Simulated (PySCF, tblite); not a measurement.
# C4H11SSi2 radical: geometry, infrared bands and EPR parameters

Aim: predict the infrared bands and EPR parameters of C4H11SSi2 radical (`[SiH3][C@@H]1[CH]CSC[SiH2]1`).

Computed with tblite 0.8.0 and PySCF 2.14.0, with density-fitted response routines of our own, on a single molecule in the gas phase. Atoms count from 0, in the outputs and in this text.

### 1 Starting geometry

18 atoms, charge 0, multiplicity 2; geometry from: force field or distance geometry start.

Bonds of the start (Å): Si0–C1 1.89, C1–C2 1.50, C2–C3 1.51, C3–S4 1.81, S4–C5 1.82, C5–Si6 1.86, Si6–C1 1.89, Si0–H7 1.48, Si0–H8 1.49, Si0–H9 1.48, C1–H10 1.11, C2–H11 1.09, C3–H12 1.08, C3–H13 1.10, C5–H14 1.10, C5–H15 1.08, Si6–H16 1.49, Si6–H17 1.49.

### 2 Optimising the geometry with GFN2-xTB

The job: settings as JSON, then the geometry in Å.

```
{"job": {"kind": "relax", "xc": "GFN2-xTB", "basis": "xTB"}, "charge": 0, "multiplicity": 2}
Si     1.919600    -1.005800     0.051700
C      0.335900    -0.491900     0.936800
C     -0.916500    -1.191900     0.490400
C     -1.611000    -0.859300    -0.812700
S     -2.243600     0.835700    -0.780700
C     -0.675000     1.766500    -0.791800
Si     0.274300     1.392800     0.764900
H      2.077900    -2.473100     0.128800
H      1.839400    -0.628000    -1.382800
H      3.109100    -0.385100     0.670800
H      0.473000    -0.722000     2.009500
H     -1.337600    -1.992300     1.100100
H     -0.955600    -1.019800    -1.653000
H     -2.461900    -1.538300    -0.933200
H     -0.907000     2.843100    -0.843800
H     -0.105500     1.506300    -1.675000
H      1.620200     2.027800     0.761400
H     -0.444400     1.941400     1.946900
```

The run is started by

```bash
OMP_NUM_THREADS=1 python probes_run.py task.json out
```

The driver reads the jobs from task.json and runs them one after another.

Log:

```text
step      E/eV     max force
  0    -565.62570    2.220
  1    -565.77242    1.082
  2    -565.82706    0.374
  3    -565.84311    0.359
  4    -565.86886    0.355
  5    -565.88432    0.430
  6    -565.89579    0.356
  7    -565.90419    0.190
  8    -565.91082    0.191
  9    -565.91558    0.207
 10    -565.92169    0.263
 11    -565.92877    0.258
 12    -565.93626    0.268
 13    -565.94346    0.174
 14    -565.94957    0.181
 15    -565.95529    0.208
 16    -565.96273    0.321
 17    -565.97090    0.310
 18    -565.97703    0.188
 19    -565.98059    0.115
 20    -565.98317    0.121
 21    -565.98589    0.150
 22    -565.98865    0.136
 23    -565.99095    0.109
 24    -565.99266    0.091
 25    -565.99406    0.083
 26    -565.99531    0.077
 27    -565.99654    0.069
 28    -565.99772    0.076
 29    -565.99880    0.073
 30    -565.99990    0.079
 31    -566.00117    0.088
 32    -566.00255    0.081
 33    -566.00378    0.080
 34    -566.00461    0.067
 35    -566.00521    0.053
 36    -566.00586    0.079
 37    -566.00691    0.102
 38    -566.00785    0.073
 39    -566.00849    0.065
 40    -566.00886    0.047
 41    -566.00917    0.066
 42    -566.00945    0.052
 43    -566.00962    0.031
 44    -566.00970    0.018
 45    -566.00975    0.022
 46    -566.00983    0.028
 47    -566.00992    0.033
 48    -566.01002    0.036
 49    -566.01010    0.026
 50    -566.01015    0.014
 51    -566.01019    0.015
 52    -566.01023    0.016
 53    -566.01027    0.015
 54    -566.01030    0.018
 55    -566.01033    0.015
 56    -566.01037    0.012
 57    -566.01040    0.014
 58    -566.01045    0.021
 59    -566.01050    0.025
 60    -566.01055    0.020
 61    -566.01061    0.015
 62    -566.01066    0.019
 63    -566.01071    0.022
 64    -566.01077    0.023
 65    -566.01082    0.018
 66    -566.01088    0.021
 67    -566.01093    0.024
 68    -566.01100    0.024
 69    -566.01108    0.026
 70    -566.01117    0.020
 71    -566.01125    0.018
 72    -566.01132    0.016
 73    -566.01138    0.021
 74    -566.01145    0.024
 75    -566.01154    0.024
 76    -566.01164    0.022
 77    -566.01172    0.024
 78    -566.01178    0.020
 79    -566.01183    0.015
 80    -566.01187    0.014
 81    -566.01189    0.012
 82    -566.01191    0.011
 83    -566.01192    0.013
 84    -566.01196    0.022
 85    -566.01201    0.025
 86    -566.01207    0.017
 87    -566.01211    0.014
 88    -566.01213    0.012
 89    -566.01215    0.014
 90    -566.01217    0.014
 91    -566.01219    0.011
 92    -566.01221    0.010
```

It took 1.6 s on 1 thread of AMD EPYC, shared host.

Step by step: (not every step is listed)

| step | energy from step 0 (eV) | largest force (eV/Å) |
| --- | --- | --- |
| 0 | 0.0000 | 2.2203 |
| 1 | -0.1467 | 1.0824 |
| 2 | -0.2014 | 0.3740 |
| 3 | -0.2174 | 0.3591 |
| 4 | -0.2432 | 0.3546 |
| 5 | -0.2586 | 0.4301 |
| 6 | -0.2701 | 0.3562 |
| 7 | -0.2785 | 0.1904 |
| 8 | -0.2851 | 0.1906 |
| 15 | -0.3296 | 0.2082 |
| 22 | -0.3629 | 0.1362 |
| 29 | -0.3731 | 0.0734 |
| 36 | -0.3802 | 0.0785 |
| 43 | -0.3839 | 0.0306 |
| 50 | -0.3844 | 0.0144 |
| 57 | -0.3847 | 0.0140 |
| 64 | -0.3851 | 0.0232 |
| 71 | -0.3855 | 0.0181 |
| 78 | -0.3861 | 0.0201 |
| 85 | -0.3863 | 0.0248 |
| 87 | -0.3864 | 0.0137 |
| 88 | -0.3864 | 0.0124 |
| 89 | -0.3864 | 0.0145 |
| 90 | -0.3865 | 0.0145 |
| 91 | -0.3865 | 0.0112 |
| 92 | -0.3865 | 0.0097 |

Distances of close pairs at the start and the end, largest changes first:

| bond | before (Å) | after (Å) | change (Å) |
| --- | --- | --- | --- |
| C3–S4 | 1.809 | 1.916 | +0.107 |
| C2–C3 | 1.514 | 1.439 | -0.075 |
| C5–Si6 | 1.861 | 1.903 | +0.041 |
| C1–C2 | 1.503 | 1.464 | -0.039 |
| C1–Si6 | 1.894 | 1.930 | +0.036 |
| Si0–C1 | 1.886 | 1.918 | +0.033 |
| Si6–H17 | 1.488 | 1.464 | -0.024 |
| Si6–H16 | 1.488 | 1.466 | -0.022 |

The final coordinates are the input of the step that follows.

### 3 Infrared spectrum with GFN2-xTB

The job: settings as JSON, then the geometry in Å.

```
{"job": {"kind": "ir", "xc": "GFN2-xTB", "basis": "xTB"}, "charge": 0, "multiplicity": 2}
Si     1.893768    -1.110864    -0.093953
C      0.408904    -0.498791     0.955296
C     -0.864351    -1.110986     0.573326
C     -1.416865    -0.944562    -0.744565
S     -2.211436     0.788754    -0.932509
C     -0.682870     1.759202    -0.789618
Si     0.177090     1.415156     0.872270
H      1.904874    -2.573244    -0.055770
H      1.801647    -0.663454    -1.485877
H      3.112928    -0.560416     0.498749
H      0.628922    -0.746107     1.997082
H     -1.522989    -1.468338     1.350212
H     -0.681255    -0.964183    -1.546533
H     -2.248996    -1.608814    -0.961529
H     -0.999429     2.796721    -0.858501
H     -0.060756     1.538051    -1.656776
H      1.461284     2.120890     0.908327
H     -0.709229     1.837302     1.958711
```

Log:

```text
mode    cm-1     km/mol
  1      62.3      1.82
  2     104.7      0.15
  3     126.5      1.66
  4     170.0      1.25
  5     177.4      2.10
  6     249.4      1.34
  7     277.6      1.66
  8     306.3     13.88
  9     430.9      2.82
 10     458.2     13.08
 11     476.5     37.02
 12     497.0     18.13
 13     530.0     18.13
 14     567.3     52.42
 15     587.6     96.52
 16     609.9      8.85
 17     654.0     29.84
 18     712.6     63.31
 19     740.2    111.47
 20     749.1    308.59
 21     772.3    210.94
 22     776.3     41.22
 23     783.0    233.25
 24     794.6    139.35
 25     800.2    189.53
 26     891.0     12.19
 27     994.8     28.72
 28    1053.4      5.34
 29    1075.1     29.53
 30    1117.7      5.15
 31    1142.2      8.22
 32    1160.6      2.74
 33    1225.0      6.22
 34    1252.8     26.41
 35    1345.2      9.18
 36    1433.2      2.16
 37    1443.9      2.72
 38    2240.3    232.33
 39    2244.1    276.43
 40    2267.3    281.76
 41    2269.0    277.15
 42    2271.8    369.76
 43    2935.8     37.88
 44    2960.0     20.81
 45    2981.1     19.74
 46    3015.3     10.44
 47    3023.8      7.96
 48    3076.3     36.53
```

Wall time 1.5 s (1 thread of AMD EPYC, shared host).

Which atoms move in the most intense modes:

| cm⁻¹ | km/mol | atoms |
| --- | --- | --- |
| 749 | 308.6 | H16 21 %, H17 18 % |
| 772 | 210.9 | H7 41 %, H9 36 % |
| 783 | 233.2 | H8 24 %, H7 20 %, C1 12 %, C5 11 % |
| 2240 | 232.3 | H16 84 % |
| 2244 | 276.4 | H8 89 % |
| 2267 | 281.8 | H9 55 %, H17 31 % |
| 2269 | 277.1 | H17 52 %, H9 23 %, H7 18 % |
| 2272 | 369.8 | H7 74 %, H9 11 % |

### 4 EPR parameters: B3LYP/pcH-1

Same as in step 3 but for these lines:

```diff
@@ -1,2 +1,2 @@
-{"job": {"kind": "ir", "xc": "GFN2-xTB", "basis": "xTB"}, "charge": 0, "multiplicity": 2}
+{"job": {"kind": "epr", "basis": "pcH-1"}, "charge": 0, "multiplicity": 2}
 Si     1.893768    -1.110864    -0.093953
```

With the program's defaults for keys left out, this is: UKS B3LYP, pcH-1 on C H S Si, non-relativistic, mean-field spin-orbit, GIAO.

Log:

```text
UKS, coarse grid
  cycle   1  E = -1136.16458854  |g| = 3.36e-01
  cycle   2  E = -1136.14494668  |g| = 3.70e-01
  cycle   3  E = -1136.21202296  |g| = 7.86e-02
  cycle   4  E = -1136.21503930  |g| = 3.14e-02
  cycle   5  E = -1136.21558333  |g| = 8.67e-03
  cycle   6  E = -1136.21562922  |g| = 3.42e-03
  cycle   7  E = -1136.21563734  |g| = 1.58e-03
  cycle   8  E = -1136.21563804  |g| = 5.69e-04
UKS, final grid
  cycle   1  E = -1136.21563519  |g| = 7.36e-04
  cycle   2  E = -1136.21563492  |g| = 1.04e-03
  cycle   3  E = -1136.21563548  |g| = 8.93e-05
  cycle   4  E = -1136.21563548  |g| = 2.61e-05
E = -1136.21563548 Eh   <S^2> = 0.7560 (exact 0.7500)
g shifts (ppm)      1          2          3
  rmc          -177       -177       -177
  gc             13         -3          5
  oz_so        -485        403       5217
  total        -649        223       5045
hyperfine (MHz)  atom isotope    a_iso     a_fc   dipolar eigenvalues
    0  29Si     -69.59     -69.67    -11.60      5.67      5.93
    1   13C     -23.60     -23.60     -4.39     -0.58      4.97
    2   13C      82.47      82.51    -69.36    -68.49    137.84
    3   13C     -22.53     -22.51     -6.06      0.86      5.21
    4   33S      22.31      22.20    -21.44    -18.90     40.33
    5   13C      -4.52      -4.58     -0.88     -0.47      1.35
    6  29Si     -65.10     -65.21    -23.61     11.52     12.10
    7    1H      -2.14      -2.14     -2.70     -1.59      4.29
    8    1H      -1.35      -1.35     -1.68     -1.30      2.98
    9    1H       8.83       8.83     -1.48     -1.08      2.56
   10    1H       6.41       6.41     -3.99     -2.69      6.68
   11    1H     -50.78     -50.81    -32.42     -0.46     32.87
   12    1H      26.24      26.25     -4.68     -2.79      7.46
   13    1H      22.83      22.86     -5.20     -2.65      7.84
   14    1H      17.34      17.33     -1.66     -0.62      2.28
   15    1H      -0.95      -0.97     -1.68     -0.51      2.19
   16    1H      12.14      12.13     -2.20     -0.70      2.90
   17    1H      -2.36      -2.37     -2.12     -1.46      3.58
```

Wall time 2.7 min (1 thread of AMD EPYC, shared host); peak memory 1.1 GiB.

Principal g values 2.00167, 2.00254, 2.00736; g(iso) = 2.00386, against 2.00232 for a free electron.

Hyperfine couplings; where a row names several nuclei, a(iso) is their mean (it holds for fast rotation or exchange) and the dipolar term the largest among them:

| nuclei | isotope | a(iso) (MHz) | a(iso) (G, at g = 2.0023) | largest dipolar term (MHz) |
| --- | --- | --- | --- | --- |
| C2 | 13C | 82.5 | 29.4 | 137.8 |
| Si0 | 29Si | -69.6 | -24.8 | -11.6 |
| Si6 | 29Si | -65.1 | -23.2 | -23.6 |
| H11 | 1H | -50.8 | -18.1 | 32.9 |
| H12 | 1H | 26.2 | 9.4 | 7.5 |
| C1 | 13C | -23.6 | -8.4 | 5.0 |
| H13 | 1H | 22.8 | 8.1 | 7.8 |
| C3 | 13C | -22.5 | -8.0 | -6.1 |
| S4 | 33S | 22.3 | 8.0 | 40.3 |
| H14 | 1H | 17.3 | 6.2 | 2.3 |
| H16 | 1H | 12.1 | 4.3 | 2.9 |
| H10 | 1H | 6.4 | 2.3 | 6.7 |
| C5 | 13C | -4.5 | -1.6 | 1.4 |
| H17 | 1H | -2.4 | -0.8 | 3.6 |

Mulliken spin populations:

Si0 0.04; C1 -0.05; C2 0.85; C3 -0.09; S4 0.17; C5 -0.01; Si6 0.08; H7 0.00; H8 0.00; H9 0.01; H10 0.00; H11 -0.04; H12 0.01; H13 0.01; H14 0.00; H15 0.00; H16 0.01; H17 0.00

In first order the couplings over 0.8 MHz of 1H give 914 distinct lines over 51.5 G, if the averaged nuclei exchange fast.

Orbitals, density, ELF and potential are computed afterwards from the orbital file.

ELF in a plane through or near 7 of the atoms.

Values, 10 rows by 14 columns:
```
0.00 0.00 0.00 0.00 0.00 0.00 0.00 0.00 0.00 0.00 0.00 0.00 0.00 0.00
0.00 0.00 0.00 0.00 0.00 0.00 0.08 0.32 0.09 0.00 0.00 0.00 0.00 0.00
0.00 0.00 0.06 0.63 0.40 0.01 0.91 1.00 0.83 0.01 0.00 0.00 0.00 0.00
0.00 0.01 0.91 1.00 1.00 0.18 0.14 0.65 0.33 0.25 0.89 0.71 0.00 0.00
0.00 0.01 0.13 0.65 0.20 0.16 0.26 0.20 0.86 0.32 0.93 0.47 0.01 0.00
0.00 0.12 0.93 0.99 0.19 0.28 0.20 0.02 0.18 0.87 0.54 0.15 0.01 0.00
0.00 0.10 0.99 1.00 0.80 0.02 0.23 0.72 0.73 0.28 0.46 0.78 0.18 0.00
0.00 0.00 0.03 0.12 0.01 0.02 0.15 0.76 0.90 0.08 0.43 0.24 0.02 0.00
0.00 0.00 0.00 0.00 0.00 0.00 0.06 0.84 0.94 0.02 0.00 0.00 0.00 0.00
0.00 0.00 0.00 0.00 0.00 0.00 0.00 0.00 0.00 0.00 0.00 0.00 0.00 0.00
```
The map spans 11.4 Å across and 10.9 Å up, centred on the molecule. Atoms in the plane (x, y in Å): Si0 (-2.1, 0.3), C3 (0.5, -1.8), S4 (2.3, -1.0), C5 (1.8, 0.7), H7 (-3.1, -0.7), H9 (-2.7, 1.7), H14 (2.8, 1.2).

On the surface of density 0.002 e/bohr³ the electrostatic potential runs, from the 1st to the 99th percentile, from -1.04 V near S4 to 1.12 V near H16.

The spin density lies nearest to C2 53 %; S4 15 %; H11 8 %.

### 5 Outcome

```
                                 quantity                  value
strongest single infrared mode (GFN2-xTB)  2272 cm⁻¹, 370 km/mol
             zero-point energy (GFN2-xTB)          79.8 kcal/mol
                           g(iso) (B3LYP)                2.00386
                                     ⟨S²⟩     0.756 (exact 0.75)
       largest a(iso) (averaged by class)    13C on C2, 82.5 MHz
    surface potential, 1st and 99th percentile     -1.04 V and 1.12 V
```

What this shows: Relaxing lowered the energy by 0.387 eV in 92 steps; the close pair that moved most is C3–S4, from 1.809 to 1.916 Å. All 48 modes are real, so the xTB geometry is a minimum. Unscaled tight-binding wavenumbers are off by several per cent, some by more. Its intensities can rank the bands wrongly. C2 carries the largest spin population, 0.85 e. The isotropic g lies 1.5 ppt above the free-electron value.
